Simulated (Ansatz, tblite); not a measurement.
# GeMeF3 (CH₃F₃Ge): one state, many levels

An exercise on one series of results from a longer session: the logs are not shown, and one member is left open.

Program: Ansatz 0.2.0, Gaussian basis. Level of theory: as each input shows. These are calculated values, not measurements.

Levels to be run: GFN1-xTB, GFN2-xTB, PBE-D4/def2-TZVP, r2SCAN-D4/def2-TZVP, HF/def2-TZVP, r2SCANh-D4/def2-TZVP, LC-ωPBE/def2-TZVP, BLYP-D4/def2-TZVP, ωB97M-V/def2-TZVP, r2SCAN0-D4/def2-TZVP, BHLYP-D4/def2-TZVP, PBE-D4/def2-SVP, PBE0-D4/def2-SVP, HF/STO-3G, PBE0-D4/def2-TZVPD, PBE-D4/def2-TZVPD, r2SCAN-D4/def2-TZVPD, CCSD(T)/def2-TZVP, RPA/def2-TZVP.

## The geometry

The geometry is that of the singlet, from an earlier relaxation (PBE0-D4/def2-SVP).

8 atoms, charge 0, spin multiplicity 1.

Bond lengths: Ge1–C2 1.909 Å, Ge1–F6 1.718 Å, Ge1–F7 1.718 Å, Ge1–F8 1.718 Å, C2–H3 1.098 Å, C2–H4 1.098 Å, C2–H5 1.098 Å. Angles: C2–Ge1–F6 113.3°, C2–Ge1–F7 113.3°, C2–Ge1–F8 113.3°, F6–Ge1–F7 105.4°, F6–Ge1–F8 105.4°, F7–Ge1–F8 105.4°, Ge1–C2–H3 109.3°, Ge1–C2–H4 109.3°, Ge1–C2–H5 109.3°, H3–C2–H4 109.6°, H3–C2–H5 109.6°, H4–C2–H5 109.6°.

PBE0-D4/def2-TZVP was run before; its log isn't repeated, and its numbers join the tables.

The first run:

Tight binding, by tblite at 300 K electronic temperature and without a spin-polarisation term:

```python
tblite.interface.Calculator('GFN1-xTB', numbers, positions, charge=0, uhf=0).singlepoint()
```

Tight binding, by tblite at 300 K electronic temperature and without a spin-polarisation term:

```python
tblite.interface.Calculator('GFN2-xTB', numbers, positions, charge=0, uhf=0).singlepoint()
```

start.molden holds the orbitals of an earlier run on this state, given as this run's starting guess.

in.yaml

```yaml
crystal:
  periodic: [false, false, false]
  atoms:
    - {symbol: Ge, position_ang: [-0.001657, 0.002593, -0.836382]}
    - {symbol: C, position_ang: [0.002165, -0.003335, 1.072867]}
    - {symbol: H, position_ang: [-1.032132, 0.047221, 1.438856]}
    - {symbol: H, position_ang: [0.565146, 0.866047, 1.438242]}
    - {symbol: H, position_ang: [0.475631, -0.926652, 1.432849]}
    - {symbol: F, position_ang: [1.575122, -0.022422, -1.518832]}
    - {symbol: F, position_ang: [-0.768647, 1.385039, -1.509573]}
    - {symbol: F, position_ang: [-0.815638, -1.348489, -1.518017]}
basis:
  gaussian: {orbitals: def2-TZVP, initial_orbitals: start.molden}
hamiltonian: {xc: pbe, dispersion: d4}
scf: {omitted_lower_state_checks: [starts]}
output: {orbitals: {seedname: orbitals}}
```

Run with:

```sh
ansatz run in.yaml --threads 4 --pin off --events-out ev --progress --plain --max-ram 3916MiB
```

Steps of the session up to this table: PBE-D4/def2-TZVP; r2SCAN-D4/def2-TZVP; HF/def2-TZVP; r2SCANh-D4/def2-TZVP; LC-ωPBE/def2-TZVP; BLYP-D4/def2-TZVP; ωB97M-V/def2-TZVP; r2SCAN0-D4/def2-TZVP; BHLYP-D4/def2-TZVP; PBE-D4/def2-SVP; PBE0-D4/def2-SVP; HF/STO-3G; PBE0-D4/def2-TZVPD; PBE-D4/def2-TZVPD; r2SCAN-D4/def2-TZVPD; CCSD(T)/def2-TZVP; RPA/def2-TZVP.

One table of the session follows, with a row left open; its other results are not shown here.

It belongs to the step «Levels side by side». 

| level | HOMO (eV) | LUMO (eV) | gap (eV) |
| --- | --- | --- | --- |
| HF/STO-3G | -10.11 | 10.65 | 20.75 |
| HF/def2-TZVP | -14.20 | 3.01 | 17.21 |
| PBE-D4/def2-SVP | -8.73 | -1.01 | 7.72 |
| PBE-D4/def2-TZVP | ? | ? | ? |
| PBE-D4/def2-TZVPD | -9.01 | -1.63 | 7.38 |
| BLYP-D4/def2-TZVP | -8.84 | -1.29 | 7.55 |
| r2SCAN-D4/def2-TZVP | -9.33 | -0.82 | 8.51 |
| r2SCAN-D4/def2-TZVPD | -9.38 | -1.10 | 8.28 |
| r2SCANh-D4/def2-TZVP | -9.92 | -0.44 | 9.48 |
| PBE0-D4/def2-SVP | -10.46 | 0.01 | 10.48 |
| PBE0-D4/def2-TZVP | -10.54 | -0.21 | 10.33 |
| PBE0-D4/def2-TZVPD | -10.59 | -0.72 | 9.86 |
| r2SCAN0-D4/def2-TZVP | -10.80 | 0.10 | 10.90 |
| BHLYP-D4/def2-TZVP | -12.01 | 0.66 | 12.67 |
| LC-ωPBE/def2-TZVP | -13.29 | 2.14 | 15.42 |
| ωB97M-V/def2-TZVP | -12.82 | 1.63 | 14.44 |

Q: Estimate the row for PBE-D4/def2-TZVP from the others.

**Answer.** HOMO (eV): -8.93; LUMO (eV): -1.28; gap (eV): 7.66. In the column «HOMO (eV)» it lies between PBE-D4/def2-TZVPD (-9.01) and BLYP-D4/def2-TZVP (-8.84).
